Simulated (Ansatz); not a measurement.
# AlFH3NO: molecular dynamics

Aim: follow the molecule's vibrations and see whether its bonds hold. The start is relaxed first. Runs: 300 steps of 1 fs at constant energy, with velocities drawn for 1000 K.

Program: Ansatz 0.2.0. Level of theory: RKS B3LYP-D4/cc-pVDZ. These are calculated values, not measurements.

## 1. Starting point

Bond lengths: Al1–F2 1.690 Å, Al1–N3 1.920 Å, N3–H4 1.060 Å, N3–H5 1.060 Å, Al1–O6 1.780 Å, O6–H7 1.010 Å. Angles: F2–Al1–N3 120.0°, F2–Al1–O6 120.0°, N3–Al1–O6 120.0°, Al1–N3–H4 120.0°, Al1–N3–H5 120.0°, H4–N3–H5 120.0°, Al1–O6–H7 109.5°.

As a file:

```xyz
7

Al    0.0000    0.0000    0.0000
F     0.0000    0.0000    1.6900
N     1.6627    0.0000   -0.9600
H     2.1293   -0.9179   -1.2118
H     2.1141    0.9179   -1.2382
O    -1.5415    0.0000   -0.8900
H    -2.0512   -0.8467   -0.6815
```

## 2. Relaxing the start

Input file input.yaml:

```yaml
crystal:
  periodic: [false, false, false]
  atoms:
    - { symbol: Al, position_ang: [0.0, 0.0, 0.0] }
    - { symbol: F, position_ang: [0.0, 0.0, 1.69] }
    - { symbol: "N", position_ang: [1.6627, 0.0, -0.96] }
    - { symbol: H, position_ang: [2.1293, -0.9179, -1.2118] }
    - { symbol: H, position_ang: [2.1141, 0.9179, -1.2382] }
    - { symbol: O, position_ang: [-1.5415, 0.0, -0.89] }
    - { symbol: H, position_ang: [-2.0512, -0.8467, -0.6815] }
basis:
  gaussian: { orbitals: cc-pVDZ }
hamiltonian:
  xc: b3lyp
  dispersion: d4
relax:
  f_tol: 0.02
  max_steps: 40
```

The run is started by

```bash
> ansatz run input.yaml --threads 1 --pin off --max-ram 2048MiB --backend cpu --events-out ev --progress --plain --runs-dir out
```

After this run come: The run.

Q: Predict the outcome of this session. Wanted: relaxation of the start; temperature, first and last step; temperature, second half; potential energy, second half; largest change of the total energy; bonds formed or broken.

The runs gave:

| quantity | value |
| --- | --- |
| relaxation of the start | 10 moves, 0.933 eV lower |
| length | 300 steps of 1 fs |
| temperature, first and last step | 1000 and 415 K |
| temperature, second half | mean 495 K, from 178 to 771 K |
| potential energy, second half | +48 meV/atom from the start |
| largest change of the total energy | 2.30 meV/atom |
| bonds formed or broken | 0 |

**Reading.** The temperature starts at 1000 K and averages 495 K in the second half, where it ranges from 178 to 771 K; a mean near half the start is what vibrations about a minimum give, since they share energy equally between motion and strain. The total energy strays from its start by at most 2.30 meV/atom, 5.1 % of the mean kinetic energy, which is poor: the step of 1 fs is too long for the fastest motion. No bond forms or breaks. 300 fs on 7 atoms is far too short and small for converged averages. The nuclei move classically, without zero-point motion, which matters most for hydrogen.
